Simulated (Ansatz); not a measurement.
**KH: ionisation energy by level of theory**

Aim: the vertical ionisation energy of KH, as cation minus neutral at the neutral's geometry, on several levels, and how well −ε(HOMO) stands in for it.

The runs use Ansatz 0.2.0, Gaussian basis; unrestricted cation, the program's frozen cores in correlated methods.

Levels to be run: UKS PBE-D4/def2-TZVPP; UKS r2SCAN-D4/def2-TZVPP; UKS PBE0-D4/def2-TZVPP; UKS B3LYP-D4/def2-TZVPP; UKS wB97X-V/def2-TZVPP; UKS wB97M-V/def2-TZVPP; UKS B2PLYP/def2-TZVPP; UHF-CCSD(T)/def2-TZVPP; UHF-CCSD(T)/def2-QZVPP; extrapolation to the limit; then −ε(HOMO) from the neutral's earlier runs with LDA (SPW92), PBE-D4, revPBE-D4, BLYP-D4, r2SCAN-D4, B97M-V, PBE0-D4, B3LYP-D4, r2SCANh-D4, r2SCAN0-D4, HSE06-D4, BHLYP-D4, CAM-B3LYP-D4, LC-ωPBE, ωB97X-V, ωB97M-V.

### Step 1. The geometry

The geometry comes from an earlier relaxation with PBE0-D4 in a triple-zeta def2 set; it is a stationary point.

SMILES `[KH]`, 2 atoms, charge 0, spin multiplicity 1.

Atoms are counted from 1 here; the program's logs count them from 0.

Bond lengths: K1–H2 2.263 Å.

### Step 2. Cation, UKS PBE-D4/def2-TZVPP

The input, in.yaml:

```yaml
crystal:
  periodic: [false, false, false]
  atoms:
    - {symbol: K, position_ang: [0.965054, -0.322288, 0.494575]}
    - {symbol: H, position_ang: [-0.965054, 0.322288, -0.494575]}
basis:
  gaussian: {orbitals: def2-TZVPP}
total_charge: 1
magnetization: {spin_polarized: true, initial_magnetization: 1}
hamiltonian: {xc: pbe, dispersion: d4}
```

Started as:

```bash
> ansatz run in.yaml --threads 2 --pin off --events-out ev --progress --plain --max-ram 32768MiB --backend cpu
```

After this run come: Cation, UKS r2SCAN-D4/def2-TZVPP; Cation, UKS PBE0-D4/def2-TZVPP; Cation, UKS B3LYP-D4/def2-TZVPP; Cation, UKS wB97X-V/def2-TZVPP; Cation, UKS wB97M-V/def2-TZVPP; Cation, UKS B2PLYP (frozen core)/def2-TZVPP; Cation, UHF-CCSD(T)/def2-TZVPP; Cation, UHF-CCSD(T)/def2-QZVPP.

**Question.** What will the summary of the whole plan be? Wanted: ionisation energy, CCSD(T)/CBS; nearest functional by difference; nearest −ε(HOMO); −ε(HOMO) of PBE; T1 of the cation.

As calculated:

| quantity | value |
| --- | --- |
| ionisation energy, CCSD(T)/CBS | 6.32 eV |
| nearest functional by difference | PBE-D4 (+0.03 eV) |
| nearest −ε(HOMO) | ωB97M-V (-0.04 eV) |
| −ε(HOMO) of PBE | 3.44 eV |
| T1 of the cation | 0.002 |

In words: By cation minus neutral, the functionals miss by 0.19 eV at most. −ε(HOMO) of PBE misses by 2.9 eV, since self-interaction lifts the level. Among orbital estimates ωB97M-V comes nearest. Hartree-Fock falls 1.26 eV short, as the neutral has more correlation energy than the cation. Correlated methods include outer-core shells of K, which these sets cover unevenly. With outer-core shells in play the reference is unsure by up to some tenths of an eV, so close misses can't be ranked.
